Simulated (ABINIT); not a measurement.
# ZrB (Fm-3m) in ABINIT: further runs

One crystal, ZrB, is run at these levels: PBE; tasks: relaxation of the atoms, band structure.

All numbers are computed with ABINIT 10.8.3 (patched build); they aren't measurements. Logs are shortened: lines on timing, memory, paths and dates and some standing lists are left out, and cuts for length are marked. The log counts tension as positive stress, the text compression.

## Step 1: Starting point

The structure is cubic, space group Fm-3m (No. 225). Conventional cell: a = 4.650 Å, b = 4.650 Å, c = 4.650 Å, α = 90.00°, β = 90.00°, γ = 90.00°. Zr (site symmetry m-3m) has 6 B at 2.33 Å as nearest neighbours. Around B (site symmetry m-3m) lie 6 Zr at 2.33 Å.

## Step 2: Relaxation of the atoms, PBE, 12.57 Å³/atom (shear strain of 2 %)

Input file run.abi:

```
# Pseudopotentials
pp_dirpath "./"
pseudos "Zr.GGA_PBE-JTH.xml, B.GGA_PBE-JTH.xml"

# Structure
acell 3*1.0 Angstrom
rprim
     0.0232500000     2.3250000000     2.3250000000
     2.3250000000     0.0232500000     2.3250000000
     2.3482500000     2.3482500000     0.0000000000
ntypat 2
znucl 40 5
natom 2
typat 1 2
xred
     0.0000000000     0.0000000000     0.0000000000
     0.5000000000     0.5000000000     0.5000000000
chkprim 0
chksymtnons 0
tolsym 1.0e-6

# Plane-wave basis
ecut 17.0
pawecutdg 34.0
pawxcdev 0

# k points
kptopt 1
ngkpt 8 8 8
nshiftk 1
shiftk 0.0 0.0 0.0

# Exchange and correlation
ixc 11

# Bands and occupations
nband 12
occopt 3
tsmear 0.00183747

# SCF cycle
nstep 100
tolvrs 1.0e-9

# Output
iomode 3
prtwf 0
prtden 0
prteig 0
prtebands 0

# Relaxation
ionmov 2
ntime 60
tolmxf 0.0002
```

Potentials or basis: JTH PAW PBE v2.0.

Command:

```sh
abinit run.abi > log 2>&1
```

run.abo:

```text
.Version 10.8.3 of ABINIT
 Symmetries : space group Im m m (# 71); Bravais oI (body-center ortho.)
================================================================================
 Values of the parameters that define the memory need of the present run
     intxc =       0    ionmov =       2      iscf =      17    lmnmax =      18
     lnmax =       6     mgfft =      24  mpssoang =       3    mqgrid =    3001
     natom =       2  nloc_mem =       2    nspden =       1   nspinor =       1
    nsppol =       1      nsym =       8    n1xccc =       1    ntypat =       2
    occopt =       3   xclevel =       2
       mpw =         577          nfft =       13824          nkpt =          95
 PAW method is used; the additional fine FFT grid is defined by:
   mgfftf=        36    nfftf =     46656
================================================================================
================================================================================

--------------------------------------------------------------------------------
------------- Echo of variables that govern the present computation ------------
--------------------------------------------------------------------------------
 -outvars: echo values of preprocessed input variables --------
            acell      1.8897261259E+00  1.8897261259E+00  1.8897261259E+00 Bohr
              amu      9.12240000E+01  1.08110000E+01
          chkprim           0
      chksymtnons           0
             ecut      1.70000000E+01 Hartree
           ionmov           2
                       outvar_i_n : Printing only first  50 k-points.
              ixc          11
                       outvar_i_n : Printing only first  50 k-points.
         kptrlatt        8    0    0      0    8    0      0    0    8
          kptrlen      4.92109789E+01
            natom           2
            nband          12
            ngfft          24      24      24
          ngfftdg          36      36      36
             nkpt          95
            nstep         100
             nsym           8
            ntime          60
           ntypat           2
                       prtocc : prtvol=0, do not print more k-points.
           occopt           3
        pawecutdg      3.40000000E+01 Hartree
         pawxcdev           0
           prtden           0
        prtebands           0
           prteig           0
            prtwf           0
            rprim      2.3250000000E-02  2.3250000000E+00  2.3250000000E+00
                       2.3250000000E+00  2.3250000000E-02  2.3250000000E+00
                       2.3482500000E+00  2.3482500000E+00  0.0000000000E+00
          spgroup          71
           tolmxf      2.00000000E-04
           tolsym      1.00000000E-06
           tolvrs      1.00000000E-09
           tsmear      1.83747000E-03 Hartree
            typat      1  2
           useylm           1
[... 161 lines left out ...]
 rms dE/dt=  0.0000E+00; max dE/dt=  0.0000E+00; dE/dt below (all hartree)
    1       0.000000000000      0.000000000000      0.000000000000
    2       0.000000000000      0.000000000000      0.000000000000

 cartesian coordinates (angstrom) at end:
    1      0.00000000000000     0.00000000000000     0.00000000000000
    2      2.34825000000000     2.34825000000000     2.32500000000000

 cartesian forces (hartree/bohr) at end:
    1     -0.00000000000000    -0.00000000000000    -0.00000000000000
    2     -0.00000000000000    -0.00000000000000    -0.00000000000000
 frms,max,avg= 0.0000000E+00 0.0000000E+00   0.000E+00  0.000E+00  0.000E+00 h/b

 cartesian forces (eV/Angstrom) at end:
    1     -0.00000000000000    -0.00000000000000    -0.00000000000000
    2     -0.00000000000000    -0.00000000000000    -0.00000000000000
 frms,max,avg= 0.0000000E+00 0.0000000E+00   0.000E+00  0.000E+00  0.000E+00 e/A
 length scales=  1.889726125908  1.889726125908  1.889726125908 bohr
              =  1.000000000000  1.000000000000  1.000000000000 angstroms
 Fermi (or HOMO) energy (hartree) =   0.41417   Average Vxc (hartree)=  -0.45083
 Eigenvalues (hartree) for nkpt=  95  k points:
 kpt#   1, nband= 12, wtk=  0.00195, kpt=  0.0000  0.0000  0.0000 (reduced coord)
  -1.30622   -0.48883   -0.48818   -0.48755    0.10712    0.47887    0.48366    0.48916
   0.54946    0.55079    0.55307    0.55651
      occupation numbers for kpt#   1
   2.00000    2.00000    2.00000    2.00000    2.00000    0.00000    0.00000    0.00000
   0.00000    0.00000    0.00000    0.00000
 prteigrs : prtvol=0 or 1, do not print more k-points.

--- !EnergyTerms
iteration_state     : {dtset: 1, itime: 1, icycle: 1, }
comment             : Components of total free energy in Hartree
kinetic             :  1.40860743280525E+01
hartree             :  6.92560334677574E+00
xc                  : -8.00525549709080E+00
Ewald energy        : -4.43806009574135E+01
psp_core            :  1.75059377475723E+00
local_psp           : -3.21118107196838E+01
PAW spherical_terms :  1.13505856585920E+01
internal            : -5.03848100660106E+01
'-kT*entropy'       : -3.95756813348775E-04
total_energy        : -5.03852058228239E+01
total_energy_eV     : -1.37105129672811E+03
...

--- !EnergyTermsDC
iteration_state     : {dtset: 1, itime: 1, icycle: 1, }
comment             : '"Double-counting" decomposition of free energy'
band_energy         : -3.37260169707954E+00
Ewald energy        : -4.43806009574135E+01
psp_core            :  1.75059377475723E+00
xc_dc               : -5.70365983993557E+00
PAW spherical_terms :  1.32145700998488E+00
internal            : -5.03848117096865E+01
'-kT*entropy'       : -3.95756813348775E-04
total_energy_dc     : -5.03852074664998E+01
total_energy_dc_eV  : -1.37105134145481E+03
...

--- !EnergyTermsWithPAWCore
iteration_state     : {dtset: 1, itime: 1, icycle: 1, }
comment             : 'Components of total free energy, including PAW core contributions'
Total energy        : -3.62366155731406E+03
Total energy DC     : -3.62366155895774E+03
Total energy (eV)   : -9.86048542607859E+04
Total energy DC (eV): -9.86048543055126E+04
...

 Cartesian components of stress tensor (hartree/bohr^3)
  sigma(1 1)= -1.18397030E-03  sigma(3 2)=  0.00000000E+00
  sigma(2 2)= -1.18397030E-03  sigma(3 1)=  0.00000000E+00
  sigma(3 3)= -1.18810811E-03  sigma(2 1)=  3.09316434E-05

-Cartesian components of stress tensor (GPa)         [Pressure=  3.4874E+01 GPa]
- sigma(1 1)= -3.48336089E+01  sigma(3 2)=  0.00000000E+00
- sigma(2 2)= -3.48336089E+01  sigma(3 1)=  0.00000000E+00
- sigma(3 3)= -3.49553476E+01  sigma(2 1)=  9.10040367E-01

== END DATASET(S) ==============================================================
================================================================================

 -outvars: echo values of variables after computation  --------
            acell      1.8897261259E+00  1.8897261259E+00  1.8897261259E+00 Bohr
           etotal     -5.0385207466E+01
            fcart     -0.0000000000E+00 -0.0000000000E+00 -0.0000000000E+00
                      -0.0000000000E+00 -0.0000000000E+00 -0.0000000000E+00
            rprim      2.3250000000E-02  2.3250000000E+00  2.3250000000E+00
                       2.3250000000E+00  2.3250000000E-02  2.3250000000E+00
                       2.3482500000E+00  2.3482500000E+00  0.0000000000E+00
           strten     -1.1839703022E-03 -1.1839703022E-03 -1.1881081149E-03
                       0.0000000000E+00  0.0000000000E+00  3.0931643381E-05
           xangst      0.0000000000E+00  0.0000000000E+00  0.0000000000E+00
                       2.3482500000E+00  2.3482500000E+00  2.3250000000E+00
             xred      0.0000000000E+00  0.0000000000E+00  0.0000000000E+00
                       5.0000000000E-01  5.0000000000E-01  5.0000000000E-01
 Calculation completed.
```

It took 20 s on 1 thread of Arm Neoverse V1, shared host; peak memory 0.11 GiB.

What came out:

```yaml
Free_energy: -1371.0513 eV
Pressure_after_relaxing: 34.9 GPa
Band_gap_on_the_k_mesh: none (metal or under the smearing width)
Valence_electrons_inside_the_program's_atomic_spheres: Zr 9.20; B 1.81
```

Caveat: the relaxation stopped at its first step, so nothing moved.

## Step 3: Relaxation of the atoms, PBE, 12.56 Å³/atom (shear strain of 4 %)

run.abi, as its differences from that of step 2:

```diff
@@ -7,5 +7,5 @@
 rprim
-     0.0232500000     2.3250000000     2.3250000000
-     2.3250000000     0.0232500000     2.3250000000
-     2.3482500000     2.3482500000     0.0000000000
+     0.0465000000     2.3250000000     2.3250000000
+     2.3250000000     0.0465000000     2.3250000000
+     2.3715000000     2.3715000000     0.0000000000
 ntypat 2
```

Potentials or basis: JTH PAW PBE v2.0.

Command:

```sh
abinit run.abi > log 2>&1
```

Run time: 20 s. Hardware: 1 thread of Arm Neoverse V1, shared host; peak memory 0.11 GiB.

It converged, with:

```
Free energy                                           : -1371.0452 eV
Pressure after relaxing                               : 34.9 GPa
Band gap on the k mesh                                : none (metal or under the smearing width)
Valence electrons inside the program's atomic spheres : Zr 9.19; B 1.81
```

Caveat: the relaxation stopped at its first step, so nothing moved.

## Step 4: Band structure, PBE

Input file run.abi:

```
# Datasets: ground state, then fixed potential
ndtset 2

# Pseudopotentials
pp_dirpath "./"
pseudos "Zr.GGA_PBE-JTH.xml, B.GGA_PBE-JTH.xml"

# Structure
acell 3*1.0 Angstrom
rprim
     0.0000000000     2.3250000000     2.3250000000
     2.3250000000     0.0000000000     2.3250000000
     2.3250000000     2.3250000000     0.0000000000
ntypat 2
znucl 40 5
natom 2
typat 1 2
xred
     0.0000000000     0.0000000000     0.0000000000
     0.5000000000     0.5000000000     0.5000000000

# Plane-wave basis
ecut 17.0
pawecutdg 34.0
pawxcdev 0

# Exchange and correlation
ixc 11

# Bands and occupations
occopt 3
tsmear 0.00183747

# SCF cycle
nstep 100

# Output
iomode 3
prtwf 0
prteig 0
prtebands 0
prtden1 1
prtvha1 1
prtvclmb1 1
prtpot1 1

# Dataset 1
kptopt1 1
ngkpt1 10 10 10
nshiftk1 1
shiftk1 0.0 0.0 0.0
nband1 12
tolvrs1 1.0e-9

# Dataset 2: bands along G-X-W-K-G-L-U-W-L-K
iscf2 -2
getden2 1
nband2 18
nbdbuf2 4
tolwfr2 1.0e-11
kptopt2 -9
ndivsm2 6
prteig2 1
kptbounds2
     0.0000000000     0.0000000000     0.0000000000
     0.5000000000     0.0000000000     0.5000000000
     0.5000000000     0.2500000000     0.7500000000
     0.3750000000     0.3750000000     0.7500000000
     0.0000000000     0.0000000000     0.0000000000
     0.5000000000     0.5000000000     0.5000000000
     0.6250000000     0.2500000000     0.6250000000
     0.5000000000     0.2500000000     0.7500000000
     0.5000000000     0.5000000000     0.5000000000
     0.3750000000     0.3750000000     0.7500000000
```

Potentials or basis: JTH PAW PBE v2.0.

Command:

```sh
abinit run.abi > log 2>&1
```

run.abo:

```text
.Version 10.8.3 of ABINIT
 DATASET    1 : space group Fm -3 m (#225); Bravais cF (face-center cubic)
================================================================================
 Values of the parameters that define the memory need for DATASET  1.
     intxc =       0    ionmov =       0      iscf =      17    lmnmax =      18
     lnmax =       6     mgfft =      24  mpssoang =       3    mqgrid =    3001
     natom =       2  nloc_mem =       2    nspden =       1   nspinor =       1
    nsppol =       1      nsym =      48    n1xccc =       1    ntypat =       2
    occopt =       3   xclevel =       2
       mpw =         577          nfft =       13824          nkpt =          47
 PAW method is used; the additional fine FFT grid is defined by:
   mgfftf=        36    nfftf =     46656
================================================================================
================================================================================

 DATASET    2 : space group Fm -3 m (#225); Bravais cF (face-center cubic)
================================================================================
 Values of the parameters that define the memory need for DATASET  2.
     intxc =       0    ionmov =       0      iscf =      -2    lmnmax =      18
     lnmax =       6     mgfft =      24  mpssoang =       3    mqgrid =    3001
     natom =       2  nloc_mem =       2    nspden =       1   nspinor =       1
    nsppol =       1      nsym =      48    n1xccc =       1    ntypat =       2
    occopt =       3   xclevel =       2
       mpw =         584          nfft =       13824          nkpt =         103
 PAW method is used; the additional fine FFT grid is defined by:
   mgfftf=        36    nfftf =     46656
[... 1107 lines left out ...]
   1.22034    1.29292
 kpt#   5, nband= 18, wtk=  1.00000, kpt=  0.1176  0.0000  0.1176 (reduced coord)
[... 381 lines left out ...]
   0.56466    0.62320    0.67113    0.79514    0.80723    0.87850    0.98051    1.03680
   1.05839    1.23393
 kpt# 101, nband= 18, wtk=  1.00000, kpt=  0.4000  0.4000  0.7000 (reduced coord)
  -1.30055   -0.51466   -0.50714   -0.49595    0.21775    0.33114    0.38228    0.40597
   0.55218    0.62596    0.67639    0.78553    0.78985    0.90615    0.97582    1.03011
   1.08591    1.20090
 kpt# 102, nband= 18, wtk=  1.00000, kpt=  0.3875  0.3875  0.7250 (reduced coord)
  -1.30042   -0.51380   -0.50850   -0.49665    0.21067    0.34152    0.38432    0.41471
   0.54069    0.63018    0.68025    0.77167    0.78026    0.93179    0.96827    1.02569
   1.11326    1.17495
 kpt# 103, nband= 18, wtk=  1.00000, kpt=  0.3750  0.3750  0.7500 (reduced coord)
  -1.30034   -0.51429   -0.50809   -0.49725    0.20472    0.34908    0.38665    0.42321
   0.53104    0.63568    0.68086    0.75294    0.78193    0.94721    0.96315    1.02591
   1.13187    1.15965

== END DATASET(S) ==============================================================
================================================================================

 -outvars: echo values of variables after computation  --------
            acell      1.8897261259E+00  1.8897261259E+00  1.8897261259E+00 Bohr
           etotal1    -5.0385584872E+01
            fcart1    -0.0000000000E+00 -0.0000000000E+00 -0.0000000000E+00
                      -0.0000000000E+00 -0.0000000000E+00 -0.0000000000E+00
            rprim      0.0000000000E+00  2.3250000000E+00  2.3250000000E+00
                       2.3250000000E+00  0.0000000000E+00  2.3250000000E+00
                       2.3250000000E+00  2.3250000000E+00  0.0000000000E+00
           strten1    -1.1713123340E-03 -1.1713123340E-03 -1.1713123340E-03
                       0.0000000000E+00  0.0000000000E+00  0.0000000000E+00
           xangst      0.0000000000E+00  0.0000000000E+00  0.0000000000E+00
                       2.3250000000E+00  2.3250000000E+00  2.3250000000E+00
             xred      0.0000000000E+00  0.0000000000E+00  0.0000000000E+00
                       5.0000000000E-01  5.0000000000E-01  5.0000000000E-01
 Calculation completed.
```

Wall time 24 s (1 thread of Arm Neoverse V1, shared host); peak memory 0.12 GiB.

What came out:

```yaml
Free_energy: -1371.0616 eV
Pressure: 34.5 GPa
Band_gap_on_the_k_mesh: none (metal or under the smearing width)
Valence_electrons_inside_the_program's_atomic_spheres: Zr 9.20; B 1.81
```

Levels at the corners of the path, in eV from the Fermi level:
```csv
point,band 6,band 7,band 8,band 9,band 10,band 11
Γ,1.93,1.93,1.93,3.71,3.71,3.82
X,-1.11,-0.30,2.55,2.55,5.49,6.95
W,-0.96,-0.96,-0.96,5.21,5.21,6.96
K,-1.74,-0.71,0.28,3.22,6.06,7.29
Γ,1.93,1.93,1.93,3.71,3.71,3.82
L,-3.61,-1.41,-1.41,5.78,5.78,7.38
U,-1.74,-0.71,0.28,3.22,6.06,7.29
W,-0.96,-0.96,-0.96,5.21,5.21,6.96
L,-3.61,-1.41,-1.41,5.78,5.78,7.38
K,-1.74,-0.71,0.28,3.22,6.06,7.29
```

Caveat: a pressure of tens of GPa on the cell as given is suspect, and the run, the potentials or the cell itself is likely at fault.

## Step 5: Band structure, PBE, spin-orbit coupling, no magnetisation

run.abi, as its differences from that of step 4:

```diff
@@ -33,2 +33,7 @@
 
+# Spin
+nspinor 2
+nspden 1
+pawspnorb 1
+
 # SCF cycle
@@ -47,3 +52,3 @@
 # Dataset 1
-kptopt1 1
+kptopt1 4
 ngkpt1 10 10 10
@@ -51,3 +56,3 @@
 shiftk1 0.0 0.0 0.0
-nband1 12
+nband1 24
 tolvrs1 1.0e-9
@@ -57,4 +62,4 @@
 getden2 1
-nband2 18
-nbdbuf2 4
+nband2 36
+nbdbuf2 8
 tolwfr2 1.0e-11
```

Command:

```sh
abinit run.abi > log 2>&1
```

Wall time 1.8 min (1 thread of Arm Neoverse V1, shared host); peak memory 0.17 GiB.

The run converged. Its results:

```
Free energy                                           : -1371.1477 eV
Pressure                                              : 34.4 GPa
Band gap on the k mesh                                : none (metal or under the smearing width)
Valence electrons inside the program's atomic spheres : Zr 9.20; B 1.81
```

Levels at the corners of the path, in eV from the Fermi level:
| point | band 13 | band 14 | band 15 | band 16 | band 17 | band 18 | band 19 | band 20 |
| --- | --- | --- | --- | --- | --- | --- | --- | --- |
| Γ | 1.91 | 1.91 | 1.98 | 1.98 | 3.71 | 3.71 | 3.71 | 3.71 |
| X | -0.30 | -0.30 | 2.48 | 2.48 | 2.62 | 2.62 | 5.48 | 5.48 |
| W | -0.97 | -0.97 | -0.88 | -0.88 | 5.19 | 5.19 | 5.22 | 5.22 |
| K | -0.71 | -0.71 | 0.28 | 0.28 | 3.22 | 3.22 | 6.06 | 6.06 |
| Γ | 1.91 | 1.91 | 1.98 | 1.98 | 3.71 | 3.71 | 3.71 | 3.71 |
| L | -1.42 | -1.42 | -1.39 | -1.39 | 5.78 | 5.78 | 5.78 | 5.78 |
| U | -0.71 | -0.71 | 0.28 | 0.28 | 3.22 | 3.22 | 6.06 | 6.06 |
| W | -0.97 | -0.97 | -0.88 | -0.88 | 5.19 | 5.19 | 5.22 | 5.22 |
| L | -1.42 | -1.42 | -1.39 | -1.39 | 5.78 | 5.78 | 5.78 | 5.78 |
| K | -0.71 | -0.71 | 0.28 | 0.28 | 3.22 | 3.22 | 6.06 | 6.06 |

Caveat: a pressure of tens of GPa on the cell as given is suspect, and the run, the potentials or the cell itself is likely at fault.
